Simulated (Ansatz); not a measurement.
**GeH7NOSi: two geometries relaxed**

Are the two ends of the inversion of the pyramid at N1 separate minima, and which lies lower? Each is relaxed from a guess. SMILES of the start: N[SiH2][O][GeH3].

Program: Ansatz 0.2.0. Level of theory: RKS r2SCAN/def2-SVP. These are calculated values, not measurements.

## (1) The structure to begin with

Bond lengths: N1–Si2 1.721 Å, Si2–O3 1.723 Å, O3–Ge4 1.873 Å, N1–H5 1.075 Å, N1–H6 1.088 Å, Si2–H7 1.499 Å, Si2–H8 1.443 Å, Ge4–H9 1.486 Å, Ge4–H10 1.506 Å, Ge4–H11 1.596 Å. Angles (14 of 16 angles, heavy atoms first): N1–Si2–O3 108.7°, Si2–O3–Ge4 104.2°, N1–Si2–H7 109.4°, N1–Si2–H8 110.0°, O3–Si2–H7 110.4°, O3–Si2–H8 110.1°, Si2–N1–H5 109.6°, Si2–N1–H6 110.1°, O3–Ge4–H9 107.5°, O3–Ge4–H10 110.8°, O3–Ge4–H11 105.5°, H7–Si2–H8 108.3°, H5–N1–H6 103.0°, H9–Ge4–H10 113.1°.

Coordinates:

```xyz
11

N    -1.8435    1.4578    0.5485
Si   -0.4800    0.4100    0.6228
O    -0.0661   -0.0701   -0.9792
Ge    1.4559   -1.1397   -0.7604
H    -2.6430    0.9716    0.0199
H    -1.6203    2.3165   -0.0811
H     0.6666    1.1315    1.2654
H    -0.7915   -0.7494    1.4232
H     1.8598   -1.6244   -2.1062
H     2.5462   -0.3787   -0.0538
H     0.9812   -2.3822    0.1216
```

## (2) Relaxing end A

input.yaml

```yaml
crystal:
  periodic: [false, false, false]
  atoms:
    - { symbol: "N", position_ang: [-1.8435, 1.4578, 0.5485] }
    - { symbol: Si, position_ang: [-0.48, 0.41, 0.6228] }
    - { symbol: O, position_ang: [-0.0661, -0.0701, -0.9792] }
    - { symbol: Ge, position_ang: [1.4559, -1.1397, -0.7604] }
    - { symbol: H, position_ang: [-2.643, 0.9716, 0.0199] }
    - { symbol: H, position_ang: [-1.6203, 2.3165, -0.0811] }
    - { symbol: H, position_ang: [0.6666, 1.1315, 1.2654] }
    - { symbol: H, position_ang: [-0.7915, -0.7494, 1.4232] }
    - { symbol: H, position_ang: [1.8598, -1.6244, -2.1062] }
    - { symbol: H, position_ang: [2.5462, -0.3787, -0.0538] }
    - { symbol: H, position_ang: [0.9812, -2.3822, 0.1216] }
basis:
  gaussian: { orbitals: def2-SVP }
hamiltonian:
  xc: r2scan
relax:
  f_tol: 0.015
  max_steps: 40
output:
  orbitals: {}
```

Started as:

```bash
$ ansatz run input.yaml --threads 2 --pin off --max-ram 3072MiB --backend cpu --events-out ev --progress --plain --runs-dir out
```

Log, cut to the lines that bear on the results:

```text
Warning: RAYON_NUM_THREADS=2 ignored (pool sized by the plan → 2); use --threads N
[...]
Functional definition: r2SCAN
[...]
1268 factors; their error is unknown
[...]
mean field -68033.27991883 eV, -2500.1769224036 hartree, gradient 4.7e-6 eV, S^2 0.000000; 0 other end points of the search recorded, 0 dependent functions left out
[...]
reference -68033.27992996 eV, -2500.1769228124 hartree; 34, 34 occupied and 79, 79 virtual orbitals, 1268 factors
relax step   1: F+E_penalty+E_count = -68033.27991883 eV  Δ(F+E_penalty+E_count) = +0.000e0 eV  max|allowed force component| = 2.431e0 eV/Å  Δτ_max = 0.0000 Å  (28 SCF iters, accepted)
[...]
relax step   6: F+E_penalty+E_count = -68033.89940395 eV  Δ(F+E_penalty+E_count) = -1.018e-3 eV  max|allowed force component| = 2.070e-2 eV/Å  Δτ_max = 0.0108 Å  (30 SCF iters, accepted)
[...]
relax step   7: F+E_penalty+E_count = -68033.89943934 eV  Δ(F+E_penalty+E_count) = -3.539e-5 eV  max|allowed force component| = 2.416e-3 eV/Å  Δτ_max = 0.0036 Å  (23 SCF iters, accepted)
1268 factors; their error is unknown
[...]
mean field -68033.89943934 eV, -2500.1996893625 hartree, gradient 1.1e-5 eV, S^2 0.000000; 1 other end points of the search recorded, 0 dependent functions left out
[...]
reference -68033.89945110 eV, -2500.1996897945 hartree; 34, 34 occupied and 79, 79 virtual orbitals, 1268 factors
Total energy: -68033.89945110 eV, -2500.1996897945 hartree
Atom 0 at    -1.890496     1.488577     0.329176 Å, force    -0.001242     0.000642    -0.000455 eV/Å
Atom 1 at    -0.554528     0.492895     0.748653 Å, force     0.001899    -0.001296     0.002416 eV/Å
Atom 2 at     0.197083    -0.204678    -0.565359 Å, force     0.001001    -0.000407     0.000127 eV/Å
Atom 3 at     1.582035    -1.293599    -0.805977 Å, force    -0.001790     0.001340     0.000041 eV/Å
Atom 4 at    -2.747132     1.064518    -0.014305 Å, force    -0.000255     0.000140    -0.000434 eV/Å
Atom 5 at    -1.730165     2.380244    -0.130007 Å, force    -0.000119     0.000073    -0.000666 eV/Å
Atom 6 at     0.432328     1.355533     1.465117 Å, force     0.000145     0.000005    -0.000448 eV/Å
Atom 7 at    -1.071794    -0.590410     1.637573 Å, force    -0.000192    -0.000097    -0.000380 eV/Å
Atom 8 at     1.686678    -1.508356    -2.319291 Å, force     0.000063    -0.000009     0.000355 eV/Å
Atom 9 at     2.850295    -0.622399    -0.250901 Å, force     0.000166    -0.000453    -0.000285 eV/Å
Atom 10 at     1.310994    -2.619426    -0.073978 Å, force     0.000321     0.000063    -0.000273 eV/Å
Dipole moment:    -0.015264    -0.004617    -0.191717 e Å
```

It took 36 s on 2 threads of Arm Neoverse V1, shared host; peak memory 0.18 GiB.

The steps of the relaxation:

```
step  energy from step 1 (eV)  largest force component (eV/Å)
   1                   0.0000                          2.4312
   2                  -0.4162                          1.1295
   3                  -0.5424                          0.8370
   4                  -0.6124                          0.1870
   5                  -0.6185                          0.1179
   6                  -0.6195                          0.0207
   7                  -0.6195                          0.0024
```

Step 1 is the start.

After: Bond lengths: N1–Si2 1.718 Å, Si2–O3 1.667 Å, O3–Ge4 1.778 Å, N1–H5 1.016 Å, N1–H6 1.016 Å, Si2–H7 1.494 Å, Si2–H8 1.494 Å, Ge4–H9 1.532 Å, Ge4–H10 1.539 Å, Ge4–H11 1.539 Å. Angles (14 of 16 angles, heavy atoms first): N1–Si2–O3 113.6°, Si2–O3–Ge4 135.6°, N1–Si2–H7 107.2°, N1–Si2–H8 107.2°, O3–Si2–H7 108.8°, O3–Si2–H8 108.8°, Si2–N1–H5 119.8°, Si2–N1–H6 119.8°, O3–Ge4–H9 105.8°, O3–Ge4–H10 109.0°, O3–Ge4–H11 109.0°, H7–Si2–H8 111.2°, H5–N1–H6 110.3°, H9–Ge4–H10 111.2°.

## (3) Relaxing end B

The second end starts from a geometry with the move made by hand.

input.yaml, as its differences from that of step 2:

```diff
@@ -7,4 +7,4 @@
     - { symbol: Ge, position_ang: [1.4559, -1.1397, -0.7604] }
-    - { symbol: H, position_ang: [-2.643, 0.9716, 0.0199] }
-    - { symbol: H, position_ang: [-1.6203, 2.3165, -0.0811] }
+    - { symbol: H, position_ang: [-2.64753, 1.04439, 1.12957] }
+    - { symbol: H, position_ang: [-1.62497, 2.39151, 1.06232] }
     - { symbol: H, position_ang: [0.6666, 1.1315, 1.2654] }
@@ -21,3 +21 @@
   max_steps: 40
-output:
-  orbitals: {}
```

Started as:

```bash
$ ansatz run input.yaml --threads 2 --pin off --max-ram 3072MiB --backend cpu --events-out ev --progress --plain --runs-dir out
```

Log, cut to the lines that bear on the results:

```text
Warning: RAYON_NUM_THREADS=2 ignored (pool sized by the plan → 2); use --threads N
[...]
[... 1 set-up line as earlier in the session ...]
[...]
1268 factors; their error is unknown
[...]
mean field -68033.16302339 eV, -2500.1726265755 hartree, gradient 6.8e-5 eV, S^2 0.000000; 0 other end points of the search recorded, 0 dependent functions left out
[...]
reference -68033.16303440 eV, -2500.1726269802 hartree; 34, 34 occupied and 79, 79 virtual orbitals, 1268 factors
relax step   1: F+E_penalty+E_count = -68033.16302339 eV  Δ(F+E_penalty+E_count) = +0.000e0 eV  max|allowed force component| = 2.704e0 eV/Å  Δτ_max = 0.0000 Å  (26 SCF iters, accepted)
[...]
relax step   3: F+E_penalty+E_count = -68033.73823914 eV  Δ(F+E_penalty+E_count) = -1.528e-1 eV  max|allowed force component| = 5.795e-1 eV/Å  Δτ_max = 0.1499 Å  (30 SCF iters, accepted)
[...]
Atom 1 at    -0.477456     0.452513     1.034915 Å, force     0.014229    -0.010694     0.005329 eV/Å
Atom 2 at     0.142283    -0.146976    -0.391740 Å, force    -0.004321     0.003514    -0.000836 eV/Å
Atom 3 at     1.486652    -1.221600    -0.838719 Å, force    -0.002221     0.002387     0.003448 eV/Å
Atom 4 at    -2.729599     1.082416     0.533429 Å, force     0.000329     0.000506    -0.002567 eV/Å
Atom 5 at    -1.717351     2.402690     0.419581 Å, force    -0.000807    -0.000128    -0.002578 eV/Å
Atom 6 at     0.579765     1.258853     1.715855 Å, force    -0.001587     0.000151    -0.000474 eV/Å
Atom 7 at    -0.915936    -0.694147     1.886151 Å, force    -0.001282     0.002290    -0.000427 eV/Å
Atom 8 at     1.448116    -1.327649    -2.366551 Å, force    -0.001843     0.001264    -0.000888 eV/Å
Atom 9 at     2.808368    -0.597368    -0.358615 Å, force     0.000300    -0.000961    -0.000058 eV/Å
Atom 10 at     1.270391    -2.595586    -0.181038 Å, force     0.000670     0.000147    -0.000016 eV/Å
Dipole moment:    -0.036432     0.010916    -0.186894 e Å
```

Wall time 44 s (2 threads of Arm Neoverse V1, shared host); peak memory 0.17 GiB.

The steps of the relaxation:

```
step  energy from step 1 (eV)  largest force component (eV/Å)
   1                   0.0000                          2.7039
   2                  -0.4224                          1.2704
   3                  -0.5752                          0.5795
   4                  -0.6665                          0.3426
   5                  -0.6855                          0.5929
   6                  -0.7272                          0.4410
   7                  -0.7354                          0.0996
   8                  -0.7363                          0.0169
   9                  -0.7364                          0.0142
```

Step 1 is the start.

After: Bond lengths: N1–Si2 1.718 Å, Si2–O3 1.667 Å, O3–Ge4 1.778 Å, N1–H5 1.016 Å, N1–H6 1.016 Å, Si2–H7 1.494 Å, Si2–H8 1.494 Å, Ge4–H9 1.532 Å, Ge4–H10 1.539 Å, Ge4–H11 1.539 Å. Angles (14 of 16 angles, heavy atoms first): N1–Si2–O3 113.7°, Si2–O3–Ge4 135.5°, N1–Si2–H7 107.2°, N1–Si2–H8 107.2°, O3–Si2–H7 108.7°, O3–Si2–H8 108.7°, Si2–N1–H5 119.9°, Si2–N1–H6 119.9°, O3–Ge4–H9 105.9°, O3–Ge4–H10 109.0°, O3–Ge4–H11 109.0°, H7–Si2–H8 111.2°, H5–N1–H6 110.4°, H9–Ge4–H10 111.2°.

## (4) Summary of results

| quantity | value |
| --- | --- |
| end A | 6 moves, 0.620 eV lower |
| end B | 8 moves, 0.736 eV lower |
| largest difference between the ends | 0.01 Å |
| end B relative to end A | +0.000 eV |

In words: The two relaxations end at one structure, within 0.01 Å: no second minimum was found from this start, which doesn't rule one out.
